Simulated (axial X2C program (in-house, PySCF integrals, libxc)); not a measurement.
# All-electron X2C curves of PbO, part 2 of 2

Computed with an in-house X2C program for linear molecules on PySCF integrals; all-electron X2C, Pb dyall-cv4z, O dyall-av4z.

## (10) PBE0, 2c

State followed: Ω = 0 (closed shell). The scan is laid around 1.907 Å, a first estimate of the minimum, and this SCF restarts from the orbitals of the search.

The SCF at the reference distance of 1.907 Å:

```text
two-component X2C + atomic mean field  PBE0
basis functions 281  fitting functions 1281  grid points 5077
iter        total energy     max residual
   1     -20964.558378540     1.31e+01
   2     -20967.232095745     4.38e-02
   3     -20966.280371046     2.99e-01
   4     -20967.261618341     2.44e-02
   5     -20967.274128030     4.05e-03
   6     -20967.274120729     3.33e-03
   7     -20967.274283040     1.05e-03
   8     -20967.274300807     1.51e-04
   9     -20967.274301261     4.73e-05
  10     -20967.274301333     8.22e-06
  11     -20967.274301345     3.03e-06
  12     -20967.274301346     8.20e-07
converged
one-electron -29023.45505695  Coulomb 8297.83696766  exact exchange -99.29978733  xc functional -304.19338567  nuclear repulsion 182.03474062  atomic mean-field constant -20.19777967
```

Along the bond, energies from the lowest point:

| R (Å) | E (eV) | μ (D) | HOMO (eV) | LUMO (eV) | iterations |
| --- | --- | --- | --- | --- | --- |
| 1.659 | 1.4616 | -3.07 | -7.21 | -1.98 | 14 |
| 1.735 | 0.5950 | -3.60 | -7.34 | -2.16 | 14 |
| 1.793 | 0.2297 | -3.96 | -7.40 | -2.29 | 14 |
| 1.850 | 0.0459 | -4.31 | -7.43 | -2.43 | 14 |
| 1.907 | 0.0000 | -4.63 | -7.42 | -2.56 | 12 |
| 1.974 | 0.0757 | -4.97 | -7.33 | -2.70 | 14 |
| 2.041 | 0.2513 | -5.29 | -7.18 | -2.84 | 14 |
| 2.126 | 0.5728 | -5.64 | -6.97 | -3.00 | 15 |
| 2.231 | 1.0467 | -6.00 | -6.75 | -3.18 | 15 |
| 2.384 | 1.7800 | -6.36 | -6.50 | -3.39 | 15 |
| 2.594 | 2.6982 | -6.53 | -6.27 | -3.58 | 20 |
| 2.861 | 3.5750 | -6.38 | -6.10 | -3.76 | 20 |

Dipoles are positive if O is the positive end.

Outer spinors at the reference distance:

| ω | occupied | ε (eV) | atomic character | λ mixture |
| --- | --- | --- | --- | --- |
| 1/2 | yes | -26.15 | 61% Pb d, 30% O s, 2% Pb p | 86% σ, 14% π |
| 3/2 | yes | -25.26 | 100% Pb d | 83% δ, 17% π |
| 1/2 | yes | -24.13 | 72% Pb d, 22% O s, 2% Pb p | 71% π, 29% σ |
| 5/2 | yes | -22.76 | 100% Pb d | 100% δ |
| 3/2 | yes | -22.56 | 98% Pb d | 83% π, 17% δ |
| 1/2 | yes | -21.55 | 67% Pb d, 24% O s, 3% Pb s | 85% σ, 15% π |
| 1/2 | yes | -13.11 | 57% Pb s, 28% O p, 7% O s | 100% σ |
| 1/2 | yes | -7.70 | 63% O p, 28% Pb p, 3% Pb s | 66% π, 34% σ |
| 3/2 | yes | -7.57 | 82% O p, 11% Pb p, 3% Pb d | 100% π |
| 1/2 | yes | -7.42 | 68% O p, 18% Pb p, 7% Pb s | 63% σ, 37% π |
| 1/2 | no | -2.56 | 63% Pb p, 20% O p, 7% Pb d | 96% π, 4% σ |
| 3/2 | no | -1.89 | 73% Pb p, 12% O p, 7% Pb d | 100% π |
| 1/2 | no | 0.01 | 75% Pb p, 11% Pb d, 6% O p | 99% σ, 1% π |
| 1/2 | no | 0.88 | 56% Pb s, 19% O s, 12% Pb p | 95% σ, 5% π |

PBE0 fields in the half plane through the axis: z from -2.4 to 4.2 Å across, distance from the axis 0.15 to 2.25 Å upwards; Pb lies at z = 0 and O at z = 1.907 Å; the ELF is damped to zero where the density is low.

log10 density (e/bohr³). Ten even steps from '0' (-5.13 ) to '9' (1.93 ):
```
11122222222222222111000
12223333333333322221100
22233344444333333322110
22334444444444444332211
23344555555545554433211
23345566665555555443221
33445567776566666543321
33445678987666776544321
```

ELF. Ten even steps from '0' (0.00 ) to '9' (0.87 ):
```
00001111100000000000000
00123333211111110000000
01356554322222221100000
03677654332234443210000
26887644433246776421000
47987545553258998742000
58987557675269999863100
68986573437278119973100
```

Re = 1.901 Å, ωe = 772 cm⁻¹, ωexe = 3.09 cm⁻¹, Be = 0.3141 cm⁻¹, De = 3.69 eV, μ = -4.59 D.

## (11) HF, 2c

The SCF at the reference distance of 1.907 Å:

```text
two-component X2C + atomic mean field  HF
basis functions 281  fitting functions 1281  grid points 5077
iter        total energy     max residual
   1     -20960.980277670     7.23e-01
   2     -20961.023054670     9.18e-03
   3     -20961.024059909     9.28e-03
   4     -20961.025392282     2.92e-03
   5     -20961.025706769     2.06e-03
   6     -20961.025808574     6.91e-04
   7     -20961.025898667     5.13e-04
   8     -20961.025952541     2.39e-04
   9     -20961.025965456     9.81e-05
  10     -20961.025968124     5.21e-05
  11     -20961.025968902     3.19e-05
  12     -20961.025969107     2.27e-05
  13     -20961.025969163     1.42e-05
  14     -20961.025969190     5.84e-06
  15     -20961.025969195     1.13e-06
  16     -20961.025969195     2.97e-07
converged
one-electron -29023.82442007  Coulomb 8298.35543630  exact exchange -397.39394637  xc functional 0.00000000  nuclear repulsion 182.03474062  atomic mean-field constant -20.19777967
```

Re = 1.871 Å, ωe = 830 cm⁻¹, ωexe = 5.72 cm⁻¹, Be = 0.3243 cm⁻¹, De = 0.240 eV, μ = -5.22 D.

## (12) TPSS, 2c

The SCF at the reference distance of 1.907 Å:

```text
two-component X2C + atomic mean field  TPSS
basis functions 281  fitting functions 1281  grid points 5077
iter        total energy     max residual
   1     -20966.821917213     1.82e-01
   2     -20966.823053707     1.51e-02
   3     -20966.774024797     5.49e-02
   4     -20966.803946621     4.21e-02
   5     -20966.825546217     3.43e-03
   6     -20966.825664228     1.85e-03
   7     -20966.825708993     3.16e-04
   8     -20966.825710359     1.82e-05
   9     -20966.825710363     4.18e-06
  10     -20966.825710364     4.90e-07
converged
one-electron -29021.40752102  Coulomb 8295.73034550  exact exchange 0.00000000  xc functional -402.98549579  nuclear repulsion 182.03474062  atomic mean-field constant -20.19777967
```

Re = 1.929 Å, ωe = 729 cm⁻¹, ωexe = 2.92 cm⁻¹, Be = 0.305 cm⁻¹, De = 4.30 eV, μ = -4.38 D.

## (13) B97-3, 2c

The SCF at the reference distance of 1.907 Å:

```text
two-component X2C + atomic mean field  B97-3
basis functions 281  fitting functions 1281  grid points 5077
iter        total energy     max residual
   1     -20967.013724694     1.21e-01
   2     -20967.013864053     6.51e-03
   3     -20967.005612457     2.56e-02
   4     -20967.014355046     3.59e-03
   5     -20967.014571482     1.35e-04
   6     -20967.014571860     4.85e-05
   7     -20967.014571917     1.14e-05
   8     -20967.014571921     1.65e-06
   9     -20967.014571921     6.11e-07
converged
one-electron -29024.05473887  Coulomb 8298.45328720  exact exchange -106.96571221  xc functional -296.28436899  nuclear repulsion 182.03474062  atomic mean-field constant -20.19777967
```

Re = 1.907 Å, ωe = 762 cm⁻¹, ωexe = 3.14 cm⁻¹, Be = 0.312 cm⁻¹, De = 3.68 eV, μ = -4.74 D.

## (14) LDA, 2c

Output at 1.907 Å:

```text
two-component X2C + atomic mean field  LDA
basis functions 281  fitting functions 1281  grid points 5077
iter        total energy     max residual
   1     -20954.619365067     1.62e+00
   2     -20954.609989818     5.21e-02
   3     -20954.161068339     1.21e-01
   4     -20954.637023504     1.59e-02
   5     -20954.640820598     2.74e-03
   6     -20954.640575303     4.71e-03
   7     -20954.640833239     1.35e-03
   8     -20954.640855959     1.56e-04
   9     -20954.640856306     3.68e-05
  10     -20954.640856324     2.38e-06
  11     -20954.640856324     2.98e-07
converged
one-electron -29021.42600627  Coulomb 8295.61285571  exact exchange 0.00000000  xc functional -390.66466671  nuclear repulsion 182.03474062  atomic mean-field constant -20.19777967
```

Re = 1.907 Å, ωe = 751 cm⁻¹, ωexe = 2.98 cm⁻¹, Be = 0.3121 cm⁻¹, De = 5.41 eV, μ = -4.19 D.

## (15) MP2, 2c

Correlated methods: 20 electrons correlated (frozen shells, counted by type: Pb 5 s, 4 p, 2 d, 1 f; O 1 s), 402 virtual spinors in MP2.

Output of the correlated part at 1.907 Å:

```text
correlated 20  virtual 402  natural virtual 180  E(MP2) -0.824568560  MP2 remainder -0.029321547
iter   CCSD correlation   residual
   1     -0.694730999   3.19e-01
   2     -0.724836872   2.39e-01
   3     -0.732294670   4.63e-02
   4     -0.734143329   2.45e-02
   5     -0.734211957   1.12e-02
   6     -0.734397425   6.00e-03
   7     -0.734398698   3.21e-03
   8     -0.734365010   1.85e-03
   9     -0.734478094   9.73e-04
  10     -0.734434997   4.94e-04
  11     -0.734443051   2.60e-04
  12     -0.734441324   1.13e-04
  13     -0.734438193   6.24e-05
  14     -0.734437607   3.53e-05
  15     -0.734437186   1.72e-05
  16     -0.734437245   7.39e-06
  17     -0.734437338   3.64e-06
  18     -0.734437300   2.18e-06
  19     -0.734437310   1.44e-06
(T) -0.037692476  T1 0.0460  D1 0.0970  max T2 0.076
```

Coupled cluster ran at too few distances for a curve.

MP2: No constants are quoted: the points don't follow one smooth fit.

## (16) A higher determinant, 2c

State: Ω = 1 (excess of +ω over −ω: ω = -1/2, ω = 3/2).

Output at the reference distance:

```text
two-component X2C + atomic mean field  PBE0
basis functions 281  fitting functions 1281  grid points 5077
iter        total energy     max residual
   1     -20964.452791444     1.34e+01
   2     -20967.167200985     2.98e-02
   3     -20967.130224745     5.33e-02
   4     -20967.187461873     5.62e-03
   5     -20967.188411473     2.27e-03
   6     -20967.188509809     1.79e-04
   7     -20967.188511029     7.38e-05
   8     -20967.188511148     2.07e-05
   9     -20967.188511157     7.95e-06
  10     -20967.188511159     1.36e-06
converged
one-electron -29024.08799925  Coulomb 8298.58356698  exact exchange -99.32511230  xc functional -304.19592753  nuclear repulsion 182.03474062  atomic mean-field constant -20.19777967
```

| R (Å) | E above the lowest PBE0 point (eV) |
| --- | --- |
| 1.659 | 5.427 |
| 1.735 | 4.032 |
| 1.793 | 3.283 |
| 1.850 | 2.731 |
| 1.907 | 2.334 |
| 1.974 | 2.025 |
| 2.041 | 1.842 |
| 2.126 | 1.743 |
| 2.231 | 1.766 |

No constants are quoted: too few points lie around the minimum for a second fit to confirm the first.

State: Ω = 1 (excess of +ω over −ω: 2 × ω = 1/2).

Output at the reference distance:

```text
two-component X2C + atomic mean field  PBE0
basis functions 281  fitting functions 1281  grid points 5077
iter        total energy     max residual
   1     -20964.453520926     1.33e+01
   2     -20967.164398550     2.95e-02
   3     -20967.126441951     5.37e-02
   4     -20967.184801757     5.20e-03
   5     -20967.185771878     2.26e-03
   6     -20967.185870561     1.81e-04
   7     -20967.185873003     1.02e-04
   8     -20967.185874037     8.26e-05
   9     -20967.185874633     7.93e-05
  10     -20967.185876298     5.25e-05
  11     -20967.185878106     1.09e-05
  12     -20967.185878213     1.17e-06
  13     -20967.185878213     3.09e-07
converged
one-electron -29023.87779403  Coulomb 8298.36845150  exact exchange -99.32292360  xc functional -304.19057303  nuclear repulsion 182.03474062  atomic mean-field constant -20.19777967
```

| R (Å) | E above the lowest PBE0 point (eV) |
| --- | --- |
| 1.659 | 4.539 |
| 1.735 | 3.558 |
| 1.793 | 3.063 |
| 1.850 | 2.719 |
| 1.907 | 2.406 |
| 1.974 | 2.111 |
| 2.041 | 1.931 |
| 2.126 | 1.831 |
| 2.231 | 1.851 |

No constants are quoted: the dipole of the solution doesn't run smoothly along the scan, a sign that its character may change, so the fit is set aside.

## (17) The 2c curves together

Energy (eV) of the followed determinant, 2c, from each level's lowest point:

| R (Å) | PBE0 | HF | MP2 | TPSS | B97-3 | LDA |
| --- | --- | --- | --- | --- | --- | --- |
| 1.659 | 1.462 | 1.241 | 1.600 | 1.697 | 1.521 | 1.470 |
| 1.735 | 0.595 | 0.434 | 0.678 | 0.755 | 0.634 | 0.612 |
| 1.793 | 0.230 | 0.124 | 0.276 | 0.335 | 0.255 | 0.246 |
| 1.850 | 0.046 | 0.000 | 0.062 | 0.097 | 0.058 | 0.056 |
| 1.907 | 0.000 | 0.014 | 0.000 | 0.000 | 0.000 | 0.000 |
| 1.974 | 0.076 | 0.154 | 0.093 | 0.019 | 0.063 | 0.061 |
| 2.041 | 0.251 | 0.376 | 0.357 | 0.143 | 0.226 | 0.221 |
| 2.126 | 0.573 | 0.709 | 0.940 | 0.405 | 0.532 | 0.521 |
| 2.231 | 1.047 | 1.099 | 1.877 | 0.819 | 0.987 | 0.973 |
| 2.384 | 1.780 | 1.542 | 3.194 | 1.498 | 1.692 | 1.692 |
| 2.594 | 2.698 | 1.918 | 4.476 | 2.418 | 2.569 | 2.649 |
| 2.861 | 3.575 | 2.149 | 5.352 | 3.409 | 3.395 | 3.669 |

Time for the job: 18 min (2 threads of Intel Xeon Platinum 8259CL at 2.50GHz (Skylake/Cascade Lake), shared host); peak memory 5.2 GiB.

## (18) What came out

What follows sums up all 2 parts.

Lowest determinant that the search found at its distance, spin-free: M_S = 0, Λ = 0 (closed shell).

Lowest determinant that the search found at its distance, 2c: Ω = 0 (closed shell).

| Hamiltonian | level | Re (Å) | ωe (cm⁻¹) | De (eV) | μ (D) |
| --- | --- | --- | --- | --- | --- |
| spin-free | PBE0 | 1.900 | 789 | 4.74 | -4.75 |
| spin-free | TPSS | 1.929 | 739 | 5.27 | -4.49 |
| spin-free | B97-3 | 1.906 | 780 | 4.95 | -4.91 |
| spin-free | LDA | 1.908 | 761 | 6.68 | -4.30 |
| 2c | PBE0 | 1.901 | 772 | 3.69 | -4.59 |
| 2c | HF | 1.871 | 830 | 0.240 | -5.22 |
| 2c | TPSS | 1.929 | 729 | 4.30 | -4.38 |
| 2c | B97-3 | 1.907 | 762 | 3.68 | -4.74 |
| 2c | LDA | 1.907 | 751 | 5.41 | -4.19 |

Dipoles are positive if O is the positive end. No constants: spin-free HF (the dipole of the solution doesn't run smoothly along the scan, a sign that its character may change, so the fit is set aside); spin-free MP2 (the dipole of the HF reference doesn't run smoothly along the scan, a sign that its character may change, so the fit is set aside); 2c MP2 (the points don't follow one smooth fit).

Measured (Huber and Herzberg, Constants of Diatomic Molecules, 1979): Re = 1.921813 Å, ωe = 721.0 cm⁻¹.

Differences from the measured constants (2c results):

| level | Re (mÅ) | ωe (%) |
| --- | --- | --- |
| PBE0 | -21 | +7.1 |
| HF | -51 | +15.2 |
| TPSS | +7 | +1.1 |
| B97-3 | -14 | +5.7 |
| LDA | -15 | +4.1 |

Time per point (s) on 2 threads of Intel Xeon Platinum 8259CL at 2.50GHz (Skylake/Cascade Lake), shared host (2c runs); the times are rough: PBE0 2.1, HF 1.5, TPSS 2.6, B97-3 2.1, LDA 1.2.

What this shows: Judged by the measured constants: best bond length TPSS (+7 mÅ), worst HF (-51 mÅ); best wavenumber TPSS (+1.1 %), worst HF (+15.2 %). Hartree–Fock falls on the short and stiff side, its usual fault. At PBE0, going from spin-free to two-component changes Re by +1 mÅ, ωe by -2.1 %; the spin-free picture holds up (part of it comes from the scalar share of the two-electron terms). De moves by -1.06 eV; both De rest on single-determinant atoms, which can miss part of an open shell's spin–orbit lowering.

De refers to Pb + O, each in the lowest determinant found, which need not be this curve's own limit. The state is a single determinant with fixed occupations, the lowest that a limited PBE0 search found. Closed shells are restricted here (equal orbitals for both partners), which fails at long range if the bond breaks into open shells. Dissociation energies refer to the lowest single-determinant-based atoms at the same level and basis. The meta-GGAs lack a current-density term, which matters for open shells with orbital currents, atoms included.
